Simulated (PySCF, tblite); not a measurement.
# C₃₇H₁₆: electronic excitations, NMR shifts

What do calculations give for the electronic excitations, NMR shifts of C₃₇H₁₆ (`C(=C=C=C=C=C=C1c2ccccc2-c2ccccc21)=C=C=C=C=C=C1c2ccccc2-c2ccccc21`)?

Programs: tblite 0.8.0 and PySCF 2.14.0, with routines of our own; each step states its level. All values are computed. Atoms count from 0.

## (1) The system as given

53 atoms, charge 0, multiplicity 1; geometry from: force field, distance geometry or constructed start.

## (2) Relaxing the molecule with GFN2-xTB

What the job is given:

```
{"job": {"kind": "relax", "xc": "GFN2-xTB", "basis": "xTB"}, "charge": 0, "multiplicity": 1}
C      0.005300    -0.002300    -0.018300
C      0.985900    -0.420700    -0.558200
C      1.983000    -0.848300    -1.084900
C      2.965600    -1.264400    -1.626600
C      3.953900    -1.692600    -2.151400
C      4.940400    -2.114800    -2.692100
C      6.013000    -2.569700    -3.270800
C      6.051700    -3.267200    -4.564500
C      5.057900    -3.614900    -5.467000
C      5.432200    -4.287600    -6.628000
C      6.781800    -4.604500    -6.873100
C      7.779200    -4.254600    -5.954600
C      7.406300    -3.583000    -4.794200
C      8.221600    -3.101000    -3.686200
C      9.584200    -3.170400    -3.468100
C     10.104500    -2.619700    -2.287200
C      9.266400    -1.998500    -1.350600
C      7.886700    -1.925700    -1.565200
C      7.381500    -2.472000    -2.725800
C     -0.985400     0.423200     0.520300
C     -1.979200     0.848900     1.053600
C     -2.966500     1.269500     1.586100
C     -3.950800     1.695500     2.127000
C     -4.947400     2.109700     2.653100
C     -6.012100     2.574100     3.233100
C     -6.425300     3.987500     3.277100
C     -5.842300     5.141000     2.764100
C     -6.501400     6.351100     2.988600
C     -7.708000     6.393700     3.704600
C     -8.283200     5.225300     4.222100
C     -7.631500     4.020600     3.999200
C     -7.996300     2.665700     4.409300
C     -9.085900     2.203800     5.127800
C     -9.180500     0.829500     5.387400
C     -8.199200    -0.061300     4.917800
C     -7.099100     0.398800     4.191700
C     -7.011800     1.755500     3.943800
H      4.016000    -3.366200    -5.282900
H      4.680000    -4.574900    -7.358400
H      7.049400    -5.125500    -7.783300
H      8.818200    -4.505000    -6.149300
H     10.251700    -3.656300    -4.182700
H     11.181700    -2.667300    -2.108400
H      9.698400    -1.577200    -0.448300
H      7.235900    -1.442600    -0.835500
H     -4.913500     5.107200     2.206700
H     -6.072300     7.273500     2.599500
H     -8.202100     7.352400     3.868900
H     -9.214600     5.272400     4.771900
H     -9.847600     2.882800     5.494200
H    -10.031600     0.440700     5.950600
H     -8.293700    -1.124200     5.132000
H     -6.342500    -0.293000     3.837800
```

Launch:

```console
$ OMP_NUM_THREADS=2 python large_run.py task.json out
```

The driver reads the jobs from task.json and runs them one after another.

The log of the run:

```text
step      E/eV     max force
  0   -2366.22139    3.937
  1   -2366.54600    6.321
  2   -2366.81970    4.711
  3   -2367.10814    6.605
  4   -2367.32065    2.762
  5   -2367.47241    2.543
  6   -2367.49138    3.195
  7   -2367.63466    0.571
  8   -2367.72060    1.122
  9   -2367.89894    4.022
 10   -2368.14381    3.110
 11   -2368.32340    1.545
 12   -2368.41975    1.586
 13   -2368.49660    1.300
 14   -2368.58560    1.961
 15   -2368.63025    0.931
 16   -2368.65476    0.373
 17   -2368.67153    0.392
 18   -2368.69518    0.690
 19   -2368.72029    0.527
 20   -2368.74339    0.225
 21   -2368.76742    0.394
 22   -2368.79001    0.584
 23   -2368.80711    0.377
 24   -2368.81959    0.200
 25   -2368.83390    0.383
 26   -2368.85707    0.764
 27   -2368.89205    0.947
 28   -2368.92958    0.690
 29   -2368.95496    0.238
 30   -2368.96761    0.192
 31   -2368.97648    0.331
 32   -2368.98651    0.305
 33   -2368.99446    0.145
 34   -2368.99891    0.105
 35   -2369.00116    0.118
 36   -2369.00247    0.086
 37   -2369.00310    0.029
 38   -2369.00332    0.024
 39   -2369.00340    0.025
 40   -2369.00345    0.011
```

Wall time 3.8 s (2 threads of Arm Neoverse N1, shared host); peak memory 0.18 GiB.

Step by step:

| step | energy from step 0 (eV) | largest force (eV/Å) |
| --- | --- | --- |
| 0 | 0.0000 | 3.9372 |
| 1 | -0.3246 | 6.3210 |
| 2 | -0.5983 | 4.7114 |
| 3 | -0.8867 | 6.6054 |
| 4 | -1.0993 | 2.7618 |
| 5 | -1.2510 | 2.5429 |
| 6 | -1.2700 | 3.1954 |
| 7 | -1.4133 | 0.5714 |
| 8 | -1.4992 | 1.1221 |
| 10 | -1.9224 | 3.1096 |
| 13 | -2.2752 | 1.3000 |
| 15 | -2.4089 | 0.9306 |
| 18 | -2.4738 | 0.6899 |
| 20 | -2.5220 | 0.2255 |
| 23 | -2.5857 | 0.3771 |
| 25 | -2.6125 | 0.3836 |
| 28 | -2.7082 | 0.6900 |
| 30 | -2.7462 | 0.1914 |
| 33 | -2.7731 | 0.1448 |
| 36 | -2.7811 | 0.0862 |
| 37 | -2.7817 | 0.0288 |
| 38 | -2.7819 | 0.0241 |
| 39 | -2.7820 | 0.0255 |
| 40 | -2.7821 | 0.0118 |

Distances of close pairs at the start and the end, largest changes first:

| bond | before (Å) | after (Å) | change (Å) |
| --- | --- | --- | --- |
| C3–C4 | 1.198 | 1.288 | +0.090 |
| C21–C22 | 1.201 | 1.288 | +0.087 |
| C0–C1 | 1.195 | 1.272 | +0.076 |
| C19–C20 | 1.206 | 1.278 | +0.073 |
| C1–C2 | 1.206 | 1.278 | +0.072 |
| C2–C3 | 1.197 | 1.265 | +0.068 |
| C20–C21 | 1.198 | 1.265 | +0.067 |
| C0–C19 | 1.205 | 1.272 | +0.066 |

The end geometry stands in the next job.

## (3) Electronic excitations: TDDFT PBE0/def2-SVP

What the job is given:

```
{"job": {"kind": "uv", "basis": "def2-SVP", "grid": 1, "kgrid": 0, "vcut": 1.5, "nstates": 6, "ntriplets": 2, "tda": false, "delta": [], "pop": true, "xc": "PBE0"}, "charge": 0, "multiplicity": 1}
C      0.002370     0.003300    -0.015987
C      1.047793    -0.446249    -0.583234
C      2.099404    -0.898943    -1.151459
C      3.139807    -1.342720    -1.717167
C      4.200683    -1.795722    -2.289850
C      5.233560    -2.236885    -2.848579
C      6.330550    -2.707426    -3.440203
C      6.404391    -3.385911    -4.724311
C      5.404327    -3.719856    -5.621925
C      5.757557    -4.396611    -6.779215
C      7.080485    -4.731352    -7.034802
C      8.088844    -4.398234    -6.140893
C      7.752274    -3.724868    -4.981752
C      8.556338    -3.252357    -3.867205
C      9.916003    -3.304018    -3.624258
C     10.404618    -2.748029    -2.449994
C      9.551841    -2.151754    -1.530868
C      8.185751    -2.092997    -1.759883
C      7.690880    -2.643594    -2.929991
C     -1.043438     0.453049     0.550385
C     -2.094552     0.904370     1.120621
C     -3.136623     1.346022     1.684567
C     -4.199023     1.798351     2.254788
C     -5.233336     2.238400     2.811866
C     -6.330792     2.707406     3.403453
C     -6.769928     4.092945     3.451146
C     -6.188554     5.237340     2.931875
C     -6.819783     6.452624     3.147957
C     -8.006117     6.523227     3.865704
C     -8.596685     5.380243     4.386935
C     -7.978257     4.161362     4.181381
C     -8.330556     2.813846     4.596340
C     -9.408517     2.320556     5.306960
C     -9.479225     0.955337     5.547765
C     -8.490385     0.095192     5.089558
C     -7.402622     0.574970     4.376411
C     -7.325852     1.935421     4.130522
H      4.374891    -3.459221    -5.422668
H      4.993198    -4.667934    -7.492616
H      7.327960    -5.260121    -7.943836
H      9.115489    -4.662327    -6.347915
H     10.587045    -3.765129    -4.334015
H     11.465446    -2.777844    -2.247831
H      9.959625    -1.726657    -0.625417
H      7.521486    -1.628042    -1.045794
H     -5.265335     5.181970     2.373420
H     -6.383160     7.358251     2.752994
H     -8.476001     7.483499     4.021365
H     -9.520405     5.444119     4.943232
H    -10.182692     2.982636     5.666303
H    -10.317470     0.554668     6.099052
H     -8.571365    -0.962906     5.291162
H     -6.633440    -0.094273     4.018956
```

Method: TDDFT PBE0/def2-SVP, vertical, gas phase, core orbitals frozen in the response, virtual orbitals cut by energy.

The log of the run:

```text
start: PBE on a coarse grid of 47665 points
cycle   1  E = -1415.9887725797  dE =  6.449e+00  |g| = 8.648e-01  |ddm| = 1.301e+01
cycle   2  E = -1415.7175220443  dE =  2.713e-01  |g| = 1.233e+00  |ddm| = 3.323e+00
cycle   3  E = -1415.9705606036  dE = -2.530e-01  |g| = 6.716e-01  |ddm| = 2.811e+00
cycle   4  E = -1416.1588819095  dE = -1.883e-01  |g| = 4.004e-01  |ddm| = 1.546e+00
cycle   5  E = -1416.2141736168  dE = -5.529e-02  |g| = 1.377e-01  |ddm| = 5.519e-01
cycle   6  E = -1416.2176229080  dE = -3.449e-03  |g| = 9.652e-02  |ddm| = 2.679e-01
cycle   7  E = -1416.2200377272  dE = -2.415e-03  |g| = 4.271e-02  |ddm| = 1.331e-01
cycle   8  E = -1416.2205444765  dE = -5.067e-04  |g| = 1.771e-02  |ddm| = 6.670e-02
cycle   9  E = -1416.2204876626  dE =  5.681e-05  |g| = 1.932e-02  |ddm| = 5.201e-02
cycle  10  E = -1416.2206788955  dE = -1.912e-04  |g| = 3.387e-03  |ddm| = 3.329e-02
final grid: 213703 points
cycle  11  E = -1416.5931994221  dE = -1.722e-02  |g| = 5.734e-02  |ddm| = 2.222e+00
cycle  12  E = -1416.5934437273  dE = -2.443e-04  |g| = 5.242e-02  |ddm| = 1.969e-01
cycle  13  E = -1416.5935977498  dE = -1.540e-04  |g| = 4.565e-02  |ddm| = 1.363e-01
cycle  14  E = -1416.5945146341  dE = -9.169e-04  |g| = 8.969e-03  |ddm| = 7.226e-02
cycle  15  E = -1416.5945444792  dE = -2.985e-05  |g| = 4.840e-03  |ddm| = 1.728e-02
cycle  16  E = -1416.5945491861  dE = -4.707e-06  |g| = 2.084e-03  |ddm| = 7.547e-03
cycle  17  E = -1416.5945539788  dE = -4.793e-06  |g| = 1.120e-03  |ddm| = 3.612e-03
cycle  18  E = -1416.5945503642  dE =  3.615e-06  |g| = 4.969e-04  |ddm| = 1.914e-03
cycle  19  E = -1416.5945505772  dE = -2.129e-07  |g| = 2.642e-04  |ddm| = 8.706e-04
cycle  20  E = -1416.5945499533  dE =  6.239e-07  |g| = 1.265e-04  |ddm| = 5.102e-04
cycle  21  E = -1416.5945503134  dE = -3.601e-07  |g| = 4.596e-05  |ddm| = 2.732e-04
converged SCF energy = -1416.5945503134

Static polarisability (au): isotropic 1191.086, principal 266.390 336.357 2970.512

Singlet excitations
state   eV       nm        f      main configurations
  1   1.3067    948.8   0.00009   H-1->L 0.49, H->L+1 0.48
  2   1.3292    932.8   0.00000   H->L 0.76, H-1->L+1 0.22
  3   1.9208    645.5   0.00000   H-1->L+1 0.71, H->L 0.20
  4   2.2849    542.6   0.00004   H-2->L 0.71, H-2->L+1 0.27
  5   2.2849    542.6   0.00004   H-3->L 0.71, H-3->L+1 0.27
  6   2.3140    535.8   5.06772   H-1->L 0.43, H->L+1 0.42, H-4->L 0.09

Triplet excitations (Tamm-Dancoff, eV): 0.8147 0.9763
```

Run time: 4.6 min. Hardware: 2 threads of Arm Neoverse N1, shared host; peak memory 1.7 GiB.

Frontier orbitals and where they lie:

| orbital | eV | atoms |
| --- | --- | --- |
| HOMO−4 | -7.23 | C0 11 %, C5 10 %, C23 10 % |
| HOMO−3 | -6.60 | C16 16 %, C9 16 %, C13 12 % |
| HOMO−2 | -6.60 | C34 16 %, C27 16 %, C30 12 % |
| HOMO−1 | -5.90 | C1 9 %, C19 9 %, C3 8 % |
| HOMO | -5.76 | C19 8 %, C1 8 %, C3 8 % |
| LUMO | -3.68 | C1 9 %, C19 9 %, C3 8 % |
| LUMO+1 | -3.53 | C1 9 %, C19 9 %, C3 8 % |
| LUMO+2 | -1.81 | C0 11 %, C23 11 %, C5 11 % |
| LUMO+3 | -1.74 | C0 11 %, C23 10 %, C5 10 % |

With each of the 6 states as a Gaussian band of 0.4 eV half-width at 1/e, the curve within the window shown has maxima at 535 nm (ε 210,000) L/(mol cm). Beyond the last state computed it falls off for lack of states. The curve at chosen wavelengths:

nm, ε (L/mol/cm) and a bar:
```
      474     116917 ##################
      515     194618 ##############################
      556     196072 ##############################
      597     143896 ######################
      638      86563 #############
      679      46081 #######
      720      22832 ###
      761      10889 ##
      802       5113 #
      843       2400 
      884       1138 
      925        549 
      966        271 
     1007        138 
     1048         72 
     1089         39 
     1130         22 
     1171         13 
     1212          8 
     1253          5 
     1294          4 
     1335          3 
     1376          2 
     1417          2 
     1458          1 
     1499          1
```

Ground-state properties from the same run:

| property | computed |
| --- | --- |
| dipole moment (D) | 0.00 |
| polarisability (Å³) | 176.50 |
| HOMO–LUMO gap (eV) | 2.08 |
| −ε(HOMO) (eV) | 5.76 |

## (4) NMR shifts: GIAO KT3/pcSseg-1

Settings changed since step 3:

```diff
@@ -1,2 +1,2 @@
-{"job": {"kind": "uv", "basis": "def2-SVP", "grid": 1, "kgrid": 0, "vcut": 1.5, "nstates": 6, "ntriplets": 2, "tda": false, "delta": [], "pop": true, "xc": "PBE0"}, "charge": 0, "multiplicity": 1}
+{"job": {"kind": "nmr", "xc": "KT3", "basis": "pcSseg-1", "pop": false}, "charge": 0, "multiplicity": 1}
 C      0.002370     0.003300    -0.015987
```

With the program's defaults for keys left out, this is: GIAO KT3/pcSseg-1 NMR shielding, non-relativistic, gas phase.

The log of the run:

```text
start: PBE on a coarse grid of 47665 points
cycle   1  E = -1416.8159431335  dE =  6.760e+00  |g| = 9.388e-01  |ddm| = 1.046e+01
cycle   2  E = -1416.5146302558  dE =  3.013e-01  |g| = 1.330e+00  |ddm| = 3.377e+00
cycle   3  E = -1416.8028354280  dE = -2.882e-01  |g| = 7.073e-01  |ddm| = 2.775e+00
cycle   4  E = -1417.0090500539  dE = -2.062e-01  |g| = 4.083e-01  |ddm| = 1.451e+00
cycle   5  E = -1417.0660511802  dE = -5.700e-02  |g| = 1.305e-01  |ddm| = 5.626e-01
cycle   6  E = -1417.0687918037  dE = -2.741e-03  |g| = 9.701e-02  |ddm| = 2.560e-01
cycle   7  E = -1417.0711119191  dE = -2.320e-03  |g| = 4.276e-02  |ddm| = 1.221e-01
cycle   8  E = -1417.0716263990  dE = -5.145e-04  |g| = 1.738e-02  |ddm| = 6.376e-02
cycle   9  E = -1417.0715842331  dE =  4.217e-05  |g| = 1.832e-02  |ddm| = 4.379e-02
cycle  10  E = -1417.0717488472  dE = -1.646e-04  |g| = 3.356e-03  |ddm| = 2.814e-02
final grid: 454834 points
cycle  11  E = -1442.8683828373  dE = -8.480e-02  |g| = 3.314e-02  |ddm| = 2.309e+00
cycle  12  E = -1442.8632584954  dE =  5.124e-03  |g| = 1.034e-01  |ddm| = 2.104e-01
cycle  13  E = -1442.8671930911  dE = -3.935e-03  |g| = 5.392e-02  |ddm| = 2.170e-01
cycle  14  E = -1442.8685112770  dE = -1.318e-03  |g| = 2.480e-02  |ddm| = 9.393e-02
cycle  15  E = -1442.8686917812  dE = -1.805e-04  |g| = 8.019e-03  |ddm| = 3.536e-02
cycle  16  E = -1442.8687056058  dE = -1.382e-05  |g| = 5.936e-03  |ddm| = 1.724e-02
cycle  17  E = -1442.8687192587  dE = -1.365e-05  |g| = 1.373e-03  |ddm| = 7.215e-03
cycle  18  E = -1442.8687200756  dE = -8.169e-07  |g| = 7.538e-04  |ddm| = 2.561e-03
cycle  19  E = -1442.8687217209  dE = -1.645e-06  |g| = 2.097e-04  |ddm| = 1.292e-03
cycle  20  E = -1442.8687197258  dE =  1.995e-06  |g| = 8.023e-05  |ddm| = 6.053e-04
converged SCF energy = -1442.8687197258

GIAO shielding tensors (ppm)
atom      isotropic    diamagn.    paramagn.     s11        s22        s33       span
  0 C       66.977     260.321    -193.344     44.689     45.386    110.856     66.167
  1 C        7.985     257.738    -249.753    -70.560     47.005     47.510    118.070
  2 C       67.264     257.306    -190.042     44.885     45.618    111.288     66.403
  3 C       11.490     257.726    -246.235    -62.688     47.640     49.519    112.207
  4 C       63.937     261.746    -197.808     31.666     48.510    111.636     79.970
  5 C        5.857     263.670    -257.813    -32.488     23.653     26.406     58.894
  6 C       68.913     268.543    -199.630     28.737     52.320    125.682     96.945
  7 C       52.335     253.563    -201.228    -19.325     33.365    142.966    162.290
  8 C       64.512     258.733    -194.221    -23.893     47.023    170.407    194.300
  9 C       63.251     253.584    -190.333    -32.710     53.563    168.901    201.611
 10 C       60.810     250.048    -189.238    -36.098     49.033    169.493    205.590
 11 C       70.147     219.001    -148.854    -18.068     55.899    172.608    190.675
 12 C       51.021     248.618    -197.597    -24.181     32.266    144.978    169.158
 13 C       51.044     247.080    -196.035    -24.179     32.245    145.067    169.246
 14 C       70.113     219.550    -149.437    -18.068     55.893    172.513    190.582
 15 C       60.801     249.935    -189.133    -36.114     49.030    169.488    205.602
 16 C       63.265     251.877    -188.612    -32.676     53.542    168.930    201.606
 17 C       64.490     260.331    -195.841    -23.908     47.018    170.361    194.270
 18 C       52.302     253.193    -200.891    -19.385     33.453    142.838    162.223
 19 C        7.985     257.384    -249.399    -70.553     47.001     47.507    118.060
 20 C       67.265     257.244    -189.979     44.890     45.621    111.283     66.393
 21 C       11.549     257.764    -246.215    -62.513     47.633     49.526    112.039
 22 C       63.925     261.613    -197.689     31.675     48.516    111.582     79.907
 23 C        5.882     263.757    -257.876    -32.428     23.675     26.398     58.826
 24 C       68.945     268.224    -199.278     28.746     52.357    125.733     96.987
 25 C       52.348     252.485    -200.138    -19.312     33.420    142.935    162.248
 26 C       64.509     259.418    -194.908    -23.874     47.013    170.388    194.262
 27 C       63.263     254.104    -190.841    -32.683     53.553    168.917    201.600
 28 C       60.799     250.245    -189.446    -36.114     49.023    169.489    205.603
 29 C       70.147     219.283    -149.136    -18.091     55.916    172.615    190.706
 30 C       51.007     247.417    -196.410    -24.178     32.239    144.959    169.138
 31 C       51.019     246.733    -195.714    -24.220     32.235    145.042    169.261
 32 C       70.102     219.523    -149.422    -18.088     55.899    172.494    190.582
 33 C       60.802     249.884    -189.083    -36.105     49.019    169.491    205.596
 34 C       63.264     251.881    -188.617    -32.691     53.549    168.934    201.625
 35 C       64.501     260.406    -195.906    -23.884     47.032    170.354    194.238
 36 C       52.292     253.081    -200.789    -19.355     33.405    142.827    162.182
 37 H       24.218      43.352     -19.134     19.985     24.430     28.240      8.255
 38 H       24.654      32.527      -7.873     21.471     25.397     27.093      5.622
 39 H       24.535      18.554       5.981     21.381     25.380     26.845      5.464
 40 H       24.212      28.152      -3.941     19.968     24.734     27.933      7.965
 41 H       24.213      28.071      -3.858     19.975     24.732     27.933      7.958
 42 H       24.537      18.353       6.185     21.383     25.380     26.849      5.466
 43 H       24.653      32.613      -7.961     21.465     25.401     27.092      5.627
 44 H       24.222      43.656     -19.433     20.000     24.426     28.241      8.241
 45 H       24.223      43.397     -19.174     19.994     24.432     28.242      8.247
 46 H       24.655      32.816      -8.160     21.474     25.400     27.092      5.618
 47 H       24.535      18.632       5.903     21.380     25.379     26.846      5.466
 48 H       24.209      27.994      -3.786     19.965     24.731     27.930      7.965
 49 H       24.211      27.954      -3.742     19.971     24.730     27.933      7.962
 50 H       24.536      18.318       6.218     21.381     25.379     26.848      5.467
 51 H       24.653      32.558      -7.905     21.464     25.401     27.093      5.629
 52 H       24.223      43.641     -19.418     20.001     24.426     28.241      8.240
```

It took 1.9 min on 2 threads of Arm Neoverse N1, shared host; peak memory 1.2 GiB.

The references, computed at this level on geometries of the same kind, shield at (ppm): $^{1}$H TMS 31.76, $^{13}$C TMS 184.7. Their shielding less the atom's gives the shift. The references are single molecules in the gas phase. Atoms listed in one row are averaged.

| atoms | environment | σ (ppm) | δ (ppm) |
| --- | --- | --- | --- |
| C5, C23 | inner carbon of a cumulene | 5.9 | 178.9 |
| C1, C19 | inner carbon of a cumulene | 8.0 | 176.7 |
| C3, C21 | inner carbon of a cumulene | 11.5 | 173.2 |
| C12, C13, C30, C31 | substituted aromatic carbon | 51.0 | 133.7 |
| C7, C18, C25, C36 | substituted aromatic carbon | 52.3 | 132.4 |
| C10, C15, C28, C33 | aromatic CH | 60.8 | 123.9 |
| C9, C16, C27, C34 | aromatic CH | 63.3 | 121.5 |
| C4, C22 | inner carbon of a cumulene | 63.9 | 120.8 |
| C8, C17, C26, C35 | aromatic CH | 64.5 | 120.2 |
| C0 | inner carbon of a cumulene | 67.0 | 117.7 |
| C2, C20 | inner carbon of a cumulene | 67.3 | 117.5 |
| C6, C24 | terminal carbon of a cumulated C=C=C unit | 68.9 | 115.8 |
| C11, C14, C29, C32 | aromatic CH | 70.1 | 114.6 |
| H40, H41, H48, H49 | hydrogen on an aromatic CH | 24.21 | 7.55 |
| H37, H44, H45, H52 | hydrogen on an aromatic CH | 24.22 | 7.54 |
| H39, H42, H47, H50 | hydrogen on an aromatic CH | 24.54 | 7.22 |
| H38, H43, H46, H51 | hydrogen on an aromatic CH | 24.65 | 7.11 |

Ring of atoms C6, C7, C12, C13, C18: NICS(0) 4.5, NICS(1) 0.2, NICS(1)zz 8.6 ppm (means of both faces).

Ring of atoms C7, C8, C9, C10, C11, C12: NICS(0) -4.6, NICS(1) -7.5, NICS(1)zz -17.0 ppm (means of both faces).

## (5) Summary of results

| quantity | value |
| --- | --- |
| lowest singlet (PBE0/def2-SVP) | 1.31 eV (949 nm), f = 0.000 |
| brightest single state of those computed | state 6, 2.31 eV, f = 5.068 |
| lowest triplet | 0.81 eV |
| $^{13}$C shifts against TMS (KT3/pcSseg-1, means over atoms taken as alike) | 178.9, 176.7, 173.2, 133.7, 132.4, 123.9, 121.5, 120.8, 120.2, 117.7, 117.5, 115.8, 114.6 ppm |
| $^{1}$H shifts against TMS (KT3/pcSseg-1, means over atoms taken as alike) | 7.55, 7.54, 7.22, 7.11 ppm |

What this shows: The lowest singlet, at 1.31 eV, is HOMO−1→LUMO 0.49, HOMO→LUMO+1 0.48 and is dark; of the 6 states computed, the strongest absorption comes from state 6 at 2.31 eV (the last computed, so partners may be missing). State 6 absorbs in the visible (536 nm). The lowest triplet lies 0.49 eV below the lowest singlet (triplets in Tamm-Dancoff, singlets in full TDDFT). NICS(1)zz of -17 ppm above the planar ring from C7 marks a diatropic (aromatic) ring current.
